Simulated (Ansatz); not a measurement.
**CH4BNO: ionisation energy by level of theory**

One table from this session's results is given with a row withheld; the runs are named, their logs left out.

Program: Ansatz 0.2.0, Gaussian basis. Level of theory: unrestricted cation, the program's frozen cores in correlated methods. These are calculated values, not measurements.

Plan: UKS PBE-D4/def2-TZVPP; UKS r2SCAN-D4/def2-TZVPP; UKS PBE0-D4/def2-TZVPP; UKS B3LYP-D4/def2-TZVPP; UKS wB97X-V/def2-TZVPP; UKS wB97M-V/def2-TZVPP; UKS B2PLYP/def2-TZVPP; UHF-MP2/def2-TZVPP; UHF-MP2/def2-QZVPP; then −ε(HOMO) from the neutral's earlier runs with LDA (SPW92), PBE-D4, revPBE-D4, BLYP-D4, r2SCAN-D4, B97M-V, PBE0-D4, B3LYP-D4, r2SCANh-D4, r2SCAN0-D4, HSE06-D4, BHLYP-D4, CAM-B3LYP-D4, LC-ωPBE, ωB97X-V, ωB97M-V.

1 further run of the same task is left out (it didn't finish).

### The geometry

All runs share one geometry, relaxed beforehand with PBE0-D4 in a triple-zeta def2 set.

SMILES `OC1BN1`, 8 atoms, charge 0, spin multiplicity 1.

Atoms are counted from 1 here; the program's logs count them from 0.

Bond lengths: O1–C2 1.396 Å, O1–H5 0.961 Å, C2–B3 1.551 Å, C2–N4 1.450 Å, C2–H6 1.091 Å, B3–N4 1.349 Å, B3–H7 1.183 Å, N4–H8 1.005 Å. Angles: C2–O1–H5 109.1°, O1–C2–B3 119.2°, O1–C2–N4 117.8°, O1–C2–H6 113.0°, B3–C2–N4 53.3°, B3–C2–H6 124.1°, N4–C2–H6 115.9°, C2–B3–N4 59.5°, C2–B3–H7 155.8°, N4–B3–H7 144.6°, C2–N4–B3 67.2°, C2–N4–H8 136.8°, B3–N4–H8 155.8°.

Geometry (Å):

```xyz
8
CH4BNO
O    -0.3580    1.0624   -1.0953
C    -0.0068    0.4922    0.1294
B     1.0693   -0.6249    0.1644
N    -0.2376   -0.9291    0.3046
H    -1.2444    1.4285   -1.0288
H    -0.2587    1.1252    0.9817
H     2.1615   -1.0741    0.0948
H    -1.0331   -1.5373    0.3934
```

Set-up of the first run:

Input file in.yaml:

```yaml
crystal:
  periodic: [false, false, false]
  atoms:
    - {symbol: O, position_ang: [-0.357973, 1.062429, -1.095317]}
    - {symbol: C, position_ang: [-0.006782, 0.492166, 0.129416]}
    - {symbol: B, position_ang: [1.069274, -0.624889, 0.164368]}
    - {symbol: N, position_ang: [-0.237563, -0.929069, 0.304645]}
    - {symbol: H, position_ang: [-1.244428, 1.428456, -1.028837]}
    - {symbol: H, position_ang: [-0.258743, 1.125210, 0.981681]}
    - {symbol: H, position_ang: [2.161513, -1.074072, 0.094813]}
    - {symbol: H, position_ang: [-1.033100, -1.537331, 0.393432]}
basis:
  gaussian: {orbitals: def2-TZVPP}
total_charge: 1
magnetization: {spin_polarized: true, initial_magnetization: 1}
hamiltonian: {xc: pbe, dispersion: d4}
```

Run with:

```console
$ ansatz run in.yaml --threads 2 --pin off --events-out ev --progress --plain --max-ram 4352MiB
```

Among the steps run: Cation, UKS PBE-D4/def2-TZVPP; Cation, UKS r2SCAN-D4/def2-TZVPP; Cation, UKS PBE0-D4/def2-TZVPP; Cation, UKS B3LYP-D4/def2-TZVPP; Cation, UKS wB97X-V/def2-TZVPP; Cation, UKS wB97M-V/def2-TZVPP; Cation, UKS B2PLYP (frozen core)/def2-TZVPP; Cation, UHF-MP2/def2-TZVPP; Cation, UHF-MP2/def2-QZVPP.

One of the session's tables, all rows but one given; the rest of the session is left out.

For comparison, −ε(HOMO) of the neutral from earlier runs:

```
  functional  −ε(HOMO) (eV)
 LDA (SPW92)              ?
      PBE-D4           6.09
   revPBE-D4           6.03
     BLYP-D4           5.99
   r2SCAN-D4           6.34
      B97M-V           6.45
     PBE0-D4           7.49
    B3LYP-D4           7.28
  r2SCANh-D4           6.86
  r2SCAN0-D4           7.65
    HSE06-D4           7.08
    BHLYP-D4           8.80
CAM-B3LYP-D4           8.91
     LC-ωPBE          10.26
     ωB97X-V           9.90
     ωB97M-V           9.79
```

**Question.** Estimate the row for LDA (SPW92).

The run gave: −ε(HOMO) (eV): 6.23. In the column «−ε(HOMO) (eV)» it lies between PBE-D4 (6.09) and r2SCAN-D4 (6.34).
